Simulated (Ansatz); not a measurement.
Predict the output of the script below (the Ansatz DFT code, driven from Python).

`energy.py`:
```python
from pathlib import Path
import json

import ansatz as az

GEOMETRY = """
C    -1.12030    1.37720    0.08210
C     0.22560    0.84500    0.26930
B     0.40830   -0.46740   -0.61950
C     0.82810   -1.84890    0.09150
F     0.35740   -0.40210   -2.06430
H    -1.28640    2.34890    0.69290
H    -1.30110    1.70420   -0.98960
H    -1.90190    0.70040    0.37040
H     0.38040    0.62480    1.38690
H     0.98880    1.60400   -0.00600
H     0.85970   -2.64940   -0.65400
H    -0.06240   -2.12070    0.79050
H     1.64420   -1.75080    0.66450
"""

geometry = az.Crystal.molecule()
for line in GEOMETRY.strip().splitlines():
    symbol, *xyz = line.split()
    geometry = geometry.atom(symbol, [float(v) for v in xyz])

calc = geometry.calculation()
calc = calc.basis(gaussian="def2-SVP")
calc = calc.functional("REVPBE0")
calc = calc.orbitals()
print(calc.to_yaml())
res = calc.run(threads=1, backend="cpu", runs_dir="out")
summary = res.report

print("reference energy %16.6f eV" % summary["reference_energy_ev"])
print("total energy     %16.6f eV" % summary["free_energy_ev"])
print("occupied orbitals outside the frozen core (up, down):", summary["n_occupied"], " frozen:", summary["n_frozen"], " virtual:", summary["n_virtual"])

field = summary["mean_field"]
print("<S^2> =", round(abs(field["state"]["spin_squared"]), 4), " all-electron relativity setting:", field["relativity"])
print("passes:", field["passes"])
if "symmetry" in field:
    print("occupied orbitals by irrep:", field["symmetry"]["occupied"])

lines = Path(summary["orbitals_path"]).read_text().splitlines()
field_of = lambda key: [line.split("=")[1].strip() for line in lines if line.startswith(key)]
orbitals = [(27.211386 * float(e), s, float(n)) for e, s, n in zip(field_of("Ene="), field_of("Spin="), field_of("Occup="))]
homo = max(e for e, _, n in orbitals if n > 0.5)
lumo = min(e for e, _, n in orbitals if n < 0.5)
for e, spin, n in sorted(orbitals):
    if homo - 6 < e < lumo + 5:
        print(f"{spin:6s} {e:10.3f} eV  occupation {n:.0f}")
with open("c3h8bf.json", "w") as handle:
    json.dump({k: summary[k] for k in ("free_energy_ev", "reference_energy_ev", "n_occupied", "n_virtual")}, handle, indent=1)
```

```console
$ python energy.py
crystal:
  periodic: [false, false, false]
  atoms:
    - { symbol: C, position_ang: [-1.1203, 1.3772, 0.0821] }
    - { symbol: C, position_ang: [0.2256, 0.845, 0.2693] }
    - { symbol: B, position_ang: [0.4083, -0.4674, -0.6195] }
    - { symbol: C, position_ang: [0.8281, -1.8489, 0.0915] }
    - { symbol: F, position_ang: [0.3574, -0.4021, -2.0643] }
    - { symbol: H, position_ang: [-1.2864, 2.3489, 0.6929] }
    - { symbol: H, position_ang: [-1.3011, 1.7042, -0.9896] }
    - { symbol: H, position_ang: [-1.9019, 0.7004, 0.3704] }
    - { symbol: H, position_ang: [0.3804, 0.6248, 1.3869] }
    - { symbol: H, position_ang: [0.9888, 1.604, -0.006] }
    - { symbol: H, position_ang: [0.8597, -2.6494, -0.654] }
    - { symbol: H, position_ang: [-0.0624, -2.1207, 0.7905] }
    - { symbol: H, position_ang: [1.6442, -1.7508, 0.6645] }
basis:
  gaussian:
    orbitals: def2-SVP
hamiltonian:
  xc: revpbe0
output:
  orbitals: {}

reference energy     -6628.344251 eV
total energy         -6628.344251 eV
occupied orbitals outside the frozen core (up, down): [20, 20]  frozen: 0  virtual: [90, 90]
<S^2> = 0.0  all-electron relativity setting: none
passes: {'evaluations': 15, 'products': 12}
occupied orbitals by irrep: [{'A': 20}, {'A': 20}]
Alpha     -12.777 eV  occupation 2
Alpha     -12.589 eV  occupation 2
Alpha     -12.103 eV  occupation 2
Alpha     -11.519 eV  occupation 2
Alpha     -11.333 eV  occupation 2
Alpha     -11.061 eV  occupation 2
Alpha     -10.635 eV  occupation 2
Alpha     -10.005 eV  occupation 2
Alpha      -9.323 eV  occupation 2
Alpha      -8.131 eV  occupation 2
Alpha      -0.308 eV  occupation 0
Alpha       1.596 eV  occupation 0
Alpha       2.751 eV  occupation 0
Alpha       3.101 eV  occupation 0
Alpha       3.196 eV  occupation 0
Alpha       3.719 eV  occupation 0
Alpha       3.901 eV  occupation 0
Alpha       4.107 eV  occupation 0
Alpha       4.579 eV  occupation 0
```

File `c3h8bf.json` afterwards:
```json
{
 "free_energy_ev": -6628.344251312991,
 "reference_energy_ev": -6628.344251312991,
 "n_occupied": [
  20,
  20
 ],
 "n_virtual": [
  90,
  90
 ]
}
```

These settings explore the input space; basis and method may be short of convergence. The geometry is a force-field or estimated start, not a minimum of this method, and the basis set is short of its limit. Alpha marks a spatial orbital of a restricted run, filled by both spins. Levels such as HOMO and LUMO are orbital energies: with these approximate functionals they aren't the ionisation energy and electron affinity, and their gap isn't the fundamental gap. Run time: 3.4 s on 1 thread of Arm Neoverse V2, with other jobs on the host, peak memory 0.28 GiB.
